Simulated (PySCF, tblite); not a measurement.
# C₃H₁₁ClSi₂, a small molecule taken as a stand-in for a surface group (C site with back bonds C[SiH3], C[SiH3], Cl): NMR shifts, core binding energies and electronic excitations

What NMR shifts, core binding energies and electronic excitations should one expect for `[SiH3]CC(Cl)C[SiH3]`?

Computed with tblite 0.8.0 and PySCF 2.14.0; each step states its level. No surroundings beyond the atoms listed, unless a continuum is named. Atoms count from 0, parts from 1.

### Step 1. Starting point

17 atoms, charge 0, multiplicity 1; geometry: distance geometry start.

### Step 2. Relaxing the cluster with GFN2-xTB

What the job is given:

```
{"job": {"kind": "relax", "xc": "GFN2-xTB", "basis": "xTB"}, "charge": 0, "multiplicity": 1}
C      0.016830    -0.839013     0.783760
C     -1.173583    -0.521146     0.014263
Si    -1.582209    -1.957151    -1.050163
C      0.489650     0.352961     1.487989
Si     1.353219     1.484549     0.317100
Cl    -0.351383    -2.087685     1.965422
H      0.746624    -1.163476     0.141886
H     -1.001071     0.326491    -0.575472
H     -1.963302    -0.344015     0.656704
H     -0.745531    -1.931824    -2.216681
H     -1.391459    -3.158944    -0.360362
H     -2.936740    -1.852191    -1.490507
H      1.125898     0.080944     2.244994
H     -0.339635     0.850869     1.887187
H      0.587834     1.605491    -0.893002
H      1.482485     2.763003     0.901397
H      2.630796     0.962399     0.044729
```

With the program's defaults for keys left out, this is: GFN2-xTB geometry optimisation, gas phase.

Command:

```bash
$ OMP_NUM_THREADS=1 python cluster_run.py task.json out
```

The driver reads the jobs from task.json and runs them one after another.

**Question.** The jobs that follow are: PBE0-D3(BJ)/def2-SVP geometry optimisation, gas phase; GIAO PBE0/pcSseg-1 NMR shielding, non-relativistic, gas phase; delta-SCF UKS SCAN, pcX-2 on the ionised atom, pcseg-1 elsewhere, spin-free X2C; TDDFT CAM-B3LYP/def2-SVPD, vertical, gas phase, core orbitals frozen in the response. Predict: point group; rotational constants (main isotopes); ¹³C shifts against TMS (PBE0/pcSseg-1); ¹H shifts against TMS (PBE0/pcSseg-1); ²⁹Si shifts against TMS (PBE0/pcSseg-1); ³⁵Cl shifts against HCl (PBE0/pcSseg-1); potential on the surface of density 0.002 e/bohr³, 1st and 99th percentile; C1s binding energies, SCAN/pcX-2; Si2p binding energies, SCAN/pcX-2 (standing for 1 of 2 atoms); Cl2p binding energies, SCAN/pcX-2; lowest singlet (CAM-B3LYP/def2-SVPD); brightest single state of those computed; lowest triplet; vertical ionisation energy (ΔSCF).

**Answer**, as computed:

```
                                                                  quantity                                                                 value
                                                               point group                                                                    C1
                                      rotational constants (main isotopes)                                                  2.34, 0.99, 0.73 GHz
                                    ¹³C shifts against TMS (PBE0/pcSseg-1)                                                  67.0, 25.4, 21.3 ppm
                                     ¹H shifts against TMS (PBE0/pcSseg-1)  4.14, 3.91, 3.88, 3.87, 3.87, 3.84, 3.75, 1.57, 1.29, 1.09, 1.06 ppm
                                   ²⁹Si shifts against TMS (PBE0/pcSseg-1)                                                      -66.2, -68.8 ppm
                                   ³⁵Cl shifts against HCl (PBE0/pcSseg-1)                                                               233 ppm
potential on the surface of density 0.002 e/bohr³, 1st and 99th percentile                                                    -0.69 V and 1.09 V
                                          C1s binding energies, SCAN/pcX-2                                    C0 292.38, C3 290.58, C1 290.56 eV
             Si2p binding energies, SCAN/pcX-2 (standing for 1 of 2 atoms)                                                         Si2 106.88 eV
                                         Cl2p binding energies, SCAN/pcX-2                                                         Cl5 206.01 eV
                                      lowest singlet (CAM-B3LYP/def2-SVPD)                                           7.15 eV (174 nm), f = 0.003
                                  brightest single state of those computed                                           state 5, 8.37 eV, f = 0.068
                                                            lowest triplet                                                               6.51 eV
                                         vertical ionisation energy (ΔSCF)                                                              10.57 eV
```

What this shows: The start of the PBE0/def2-SVP relaxation was shaken at random by about 0.01 Å, so part of the energy gained, and of the first lengths quoted, undoes that. The optimisation took 4 steps and gained 0.234 eV; among the close pairs (by a distance rule), C3–H12 changed most, from 1.041 to 1.102 Å (PBE0/def2-SVP). No frequency check was run at this level, so the end point may be a saddle. Hydrogens of an XH3 group are listed apart at this fixed geometry; free rotation makes them one line at their mean. At PBE0/pcSseg-1: Shielding is most anisotropic at Cl5 (span 544 ppm, paramagnetic term -437 ppm). At SCAN/pcX-2: C0 (carbon bonded to 2 C, Cl, H) binds its C1s electron 1.81 eV more tightly than C1 (carbon bonded to C, Si, 2 H). The lowest singlet, at 7.15 eV, is HOMO→LUMO+1 0.27, HOMO−1→LUMO+1 0.21 and is weak; of the 6 states computed, the strongest absorption comes from state 5 at 8.37 eV. The lowest triplet lies 0.64 eV below the lowest singlet (triplets in Tamm-Dancoff, singlets in full TDDFT). ΔSCF puts the ionisation energy at 10.57 eV, 0.79 eV above −ε(HOMO). A capped cluster stands for the solid here, so long-range fields and strain are missing, and bands or shifts of the capping hydrogens have no counterpart in it.
